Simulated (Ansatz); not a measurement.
# CuSi16: the cost of one run

Program: Ansatz 0.2.0. Level of theory: DFT PBE, plane waves, PAW, scalar-relativistic, no spin polarisation. These are calculated values, not measurements.

**1. The system as given**

The cell holds 17 atoms (CuSi16): a = 7.679 Å, b = 7.679 Å, c = 7.679 Å, α = 60.00°, β = 60.00°, γ = 60.00°.

As a file:

```xyz
17
Lattice="0.0000 5.4300 5.4300 5.4300 0.0000 5.4300 5.4300 5.4300 0.0000" Properties=species:S:1:pos:R:3 pbc="T T T"
Si    0.0000    0.0000    0.0000
Si    1.3575    1.3575    1.3575
Si    2.7150    2.7150    0.0000
Si    4.0725    4.0725    1.3575
Si    2.7150    0.0000    2.7150
Si    4.0725    1.3575    4.0725
Si    5.4300    2.7150    2.7150
Si    6.7875    4.0725    4.0725
Si    0.0000    2.7150    2.7150
Si    1.3575    4.0725    4.0725
Si    2.7150    5.4300    2.7150
Si    4.0725    6.7875    4.0725
Si    2.7150    2.7150    5.4300
Si    4.0725    4.0725    6.7875
Si    5.4300    5.4300    5.4300
Si    6.7875    6.7875    6.7875
Cu    3.4357    6.1180    6.0915
```

**2. Relaxing end A**

Input file input.yaml:

```yaml
crystal:
  lattice:
    - [0.0, 5.43, 5.43]
    - [5.43, 0.0, 5.43]
    - [5.43, 5.43, 0.0]
  atoms:
    - { symbol: Si, position: [0.0, 0.0, 0.0] }
    - { symbol: Si, position: [0.125, 0.125, 0.125] }
    - { symbol: Si, position: [0.0, 0.0, 0.5] }
    - { symbol: Si, position: [0.125, 0.125, 0.625] }
    - { symbol: Si, position: [0.0, 0.5, 0.0] }
    - { symbol: Si, position: [0.125, 0.625, 0.125] }
    - { symbol: Si, position: [0.0, 0.5, 0.5] }
    - { symbol: Si, position: [0.125, 0.625, 0.625] }
    - { symbol: Si, position: [0.5, 0.0, 0.0] }
    - { symbol: Si, position: [0.625, 0.125, 0.125] }
    - { symbol: Si, position: [0.5, 0.0, 0.5] }
    - { symbol: Si, position: [0.625, 0.125, 0.625] }
    - { symbol: Si, position: [0.5, 0.5, 0.0] }
    - { symbol: Si, position: [0.625, 0.625, 0.125] }
    - { symbol: Si, position: [0.5, 0.5, 0.5] }
    - { symbol: Si, position: [0.625, 0.625, 0.625] }
    - { symbol: Cu, position: [0.8079002, 0.313929, 0.3187998] }
total_charge: 1
basis:
  ecutwfc: 420.0
kpoints:
  mp_grid: { grid: [2, 2, 2] }
hamiltonian:
  xc: pbe
  pseudopotentials: { kind: paw, azcp: { folder: soft_1 } }
scf:
  occupations: { method: gaussian, width: 0.05 }
  lower_state_search: "off"
relax:
  f_tol: 0.03
  max_steps: 60
  adjacent_minimum: "off"
```

The run is started by

```sh
> ansatz run input.yaml --threads 1 --pin off --max-ram 3072MiB --backend cpu --events-out ev --progress --plain --runs-dir out
```

**Question.** How long does this run take on 1 thread of Arm Neoverse V2, shared host, and how much memory does it need?

About 92 s, with a peak of 0.56 GiB.
